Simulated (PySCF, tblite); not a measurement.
# C7H12FN3: geometry, infrared bands and NMR shifts

What infrared bands and NMR shifts should C7H12FN3 (`CC(C)(C)Cn1nncc1F`) show?

Programs: tblite 0.8.0 and PySCF 2.14.0, with density-fitted response routines of our own. Each step states its level of theory. These are calculated values for one molecule in the gas phase, unless marked as measured. Atoms count from 0, in the outputs and in this text.

### 1 The starting structure

23 atoms, charge 0, multiplicity 1; geometry from: force field or distance geometry start.

Bonds of the start (Å): C0–C1 1.52, C1–C2 1.54, C1–C3 1.54, C1–C4 1.55, C4–N5 1.44, N5–N6 1.35, N6–N7 1.33, N7–C8 1.38, C8–C9 1.37, C9–F10 1.34, C9–N5 1.36, C0–H11 1.10, C0–H12 1.11, C0–H13 1.10, C2–H14 1.10, C2–H15 1.09, C2–H16 1.10, C3–H17 1.11, C3–H18 1.10, C3–H19 1.10, C4–H20 1.10, C4–H21 1.10, C8–H22 1.07.

### 2 Geometry optimisation with GFN2-xTB

What the job is given:

```
{"job": {"kind": "relax", "xc": "GFN2-xTB", "basis": "xTB"}, "charge": 0, "multiplicity": 1}
C     -2.230400     0.899600    -0.573200
C     -1.023600     0.161300    -0.007500
C     -1.028000    -1.290900    -0.523900
C     -1.139700     0.143700     1.526800
C      0.257300     0.905700    -0.447800
N      1.508000     0.346500    -0.014400
N      2.072900     0.727700     1.151300
N      3.238400     0.087800     1.269900
C      3.411600    -0.684400     0.143900
C      2.322700    -0.513500    -0.675700
F      2.111600    -1.074000    -1.877700
H     -2.280400     1.933400    -0.209600
H     -3.181700     0.416300    -0.271800
H     -2.201200     0.930900    -1.670000
H     -0.922500    -1.301900    -1.614300
H     -0.238200    -1.888800    -0.075500
H     -1.983200    -1.779900    -0.282100
H     -0.344200    -0.463600     1.996200
H     -1.088800     1.152400     1.955400
H     -2.087600    -0.301700     1.855600
H      0.297400     0.952600    -1.547200
H      0.234300     1.951300    -0.106500
H      4.290400    -1.283500     0.008200
```

Launch:

```bash
> OMP_NUM_THREADS=1 python probes_run.py task.json out
```

The driver reads the jobs from task.json and runs them one after another.

**Question.** This job is followed by: GFN2-xTB harmonic vibrations, gas phase; GIAO PBE0/pcSseg-1 NMR shielding, non-relativistic, gas phase. Predict these results of the whole session: strongest single infrared mode (GFN2-xTB); zero-point energy (GFN2-xTB); 13C shifts against TMS (PBE0/pcSseg-1, means over atoms taken as alike); 1H shifts against TMS (PBE0/pcSseg-1, means over atoms taken as alike); 15N shifts against NH3 (PBE0/pcSseg-1); 19F shifts against CFCl3 (PBE0/pcSseg-1); surface potential, 1st and 99th percentile.

The runs gave:

```
                                                               quantity                               value
                              strongest single infrared mode (GFN2-xTB)                1564 cm⁻¹, 91 km/mol
                                           zero-point energy (GFN2-xTB)                      118.5 kcal/mol
13C shifts against TMS (PBE0/pcSseg-1, means over atoms taken as alike)  166.5, 117.4, 58.2, 35.9, 28.6 ppm
 1H shifts against TMS (PBE0/pcSseg-1, means over atoms taken as alike)                7.34, 4.00, 1.04 ppm
                                 15N shifts against NH3 (PBE0/pcSseg-1)             386.8, 383.8, 253.0 ppm
                               19F shifts against CFCl3 (PBE0/pcSseg-1)                          -164.6 ppm
                                  surface potential, 1st and 99th percentile                  -1.89 V and 1.15 V
```

Relaxing lowered the energy by 0.272 eV in 104 steps; the close pair that moved most is N6–N7, from 1.335 to 1.277 Å. No mode is imaginary among the 63: a minimum at this level. The strongest single mode, at 1564 cm⁻¹, moves mainly C9. Unscaled tight-binding wavenumbers are off by several per cent, some by more. Its intensities can rank the bands wrongly. At PBE0/pcSseg-1: The largest span, 576 ppm, is at N7, where the paramagnetic term is -448 ppm. NICS(1)zz of -29 ppm above the planar ring from N5 marks a diatropic (aromatic) ring current.
